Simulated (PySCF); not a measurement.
# CH5FGe: the cost of one run

The runs use PySCF 2.14.0, with density-fitted response routines of our own; the level of theory stands in each step. All values are computed, except where a source is named. Atoms are numbered from 0 throughout.

**1. The molecule as given**

8 atoms, charge 0, multiplicity 1; geometry from: GFN2-xTB. The atoms were then displaced at random by about 0.01 Å, so the start is not that level's minimum.

Bonds of the start (Å): F0–C1 1.36, C1–Ge2 1.97, C1–H3 1.07, C1–H4 1.10, Ge2–H5 1.49, Ge2–H6 1.50, Ge2–H7 1.50.

**2. Geometry optimisation at PBE0-D3(BJ)/def2-SVP**

The job: settings as JSON, then the geometry in Å.

```
{"job": {"xc": "PBE0", "basis": "def2-SVP", "d3": "d3bj", "grid": 1, "shake": 0.01, "kind": "geom"}, "charge": 0, "multiplicity": 1}
F     -1.476290     0.881430     0.804310
C     -1.020430    -0.065900    -0.057120
Ge     0.944650    -0.007380    -0.020430
H     -1.386420    -1.014690     0.285450
H     -1.426800     0.151500    -1.055230
H      1.509120    -1.041790    -0.932830
H      1.450220     1.336820    -0.445960
H      1.461090    -0.259130     1.369340
```

Launch:

```sh
$ OMP_NUM_THREADS=1 python probes_run.py task.json out
```

One launch serves the whole session: the jobs run in the order shown.

**Question.** How long does this first job take on 1 thread of Intel Xeon 6975P-C, shared host, and how much memory does it need?

About 6.7 s, with a peak of 0.37 GiB.
